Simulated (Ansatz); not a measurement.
This script makes relaxations under a series of pressures of CsIrO₃, space group Pm-3m with Ansatz's Python interface.

`run_compress.py`:
```python
import warnings

import ansatz
import numpy as np
import pandas as pd

SETTINGS = {
    "xc": "PBEsol",
}

def edges_and_angles(cell):
    cell = np.asarray(cell)
    a, b, c = np.linalg.norm(cell, axis=1)
    cosines = cell[1] @ cell[2] / (b * c), cell[0] @ cell[2] / (a * c), cell[0] @ cell[1] / (a * b)
    return (a, b, c, *np.degrees(np.arccos(cosines)))

warnings.simplefilter("ignore", ansatz.DeckWarning)

cell = (
    ansatz.Lattice.of((4.09368, 0.0, 0.0), (0.0, 4.09368, 0.0), (0.0, 0.0, 4.09368))
    .atom("Cs", (0.0, 0.0, 0.0))
    .atom("Ir", (0.5, 0.5, 0.5))
    .atom("O", (0.5, 0.5, 0.0))
    .atom("O", (0.5, 0.0, 0.5))
    .atom("O", (0.0, 0.5, 0.5))
)

setup = cell.calculation()
setup = setup.kpoints(6).functional(SETTINGS["xc"])
setup = setup.occupations(ansatz.OccupationsMethod.METHFESSEL_PAXTON)

rows = []
for pressure in [0, 2, 4, 6, 8]:
    outcome = setup.relax(cell=True, pressure=pressure, force_tolerance=0.02).run(threads=1, pin="off")
    cell = outcome.lattice.cell_ang
    n_atoms = len(outcome.lattice.sites)
    volume = abs(np.linalg.det(cell)) / n_atoms
    enthalpy = outcome.report["free_energy_ev"] / n_atoms + pressure * volume / 160.21766
    rows.append((pressure, volume, enthalpy, *edges_and_angles(cell)))
    print(f"{pressure} GPa done: {volume:.4f} A^3/atom")

table = pd.DataFrame(rows, columns=["P_GPa", "V_A3_atom", "H_eV_atom", "a", "b", "c", "alpha", "beta", "gamma"])
print(table.round(4).to_string(index=False))
p, v = np.array([row[0] for row in rows], float), np.array([row[1] for row in rows])
print("mean bulk modulus between rows (GPa):", np.round(-np.diff(p) / np.diff(np.log(v)), 1))
```

From its runs, with one value withheld:

| P (GPa) | relaxed V (Å³/atom) |
| --- | --- |
| 0 | 12.884 |
| 2 | ? |
| 4 | 12.607 |
| 6 | 12.485 |
| 8 | 12.370 |

What volume does the cell relax to at 2 GPa?

Murnaghan's form V = V0 (1 + B' P / B0)^(-1/B') through the 4 rows shown gives V0 = 12.884 Å³, B0 = 171.4 GPa and B' = 6.56, and so 12.740 Å³ an atom at 2 GPa. The run gave 12.739 Å³, 0.01 % away.

Notes:
- Spin is left out of this run.
- At a fixed pressure a relaxation lowers the enthalpy F + PV, while F alone can rise.
- For a metal this k-point mesh is coarse: on a finer one energies can move by several to tens of meV an atom and pressures by half a GPa or more, differences at one mesh by less.
- Spin-orbit coupling, which matters for elements this heavy, is left out.
- The structure comes from a database of computed cells and needn't be a stable or known phase.
- Symmetry holds the cell in this phase, whether or not it is the stable one at each pressure.
- Timing: 69 s on 1 thread of Arm Neoverse V1 (shared host), peak memory 0.5 GiB.
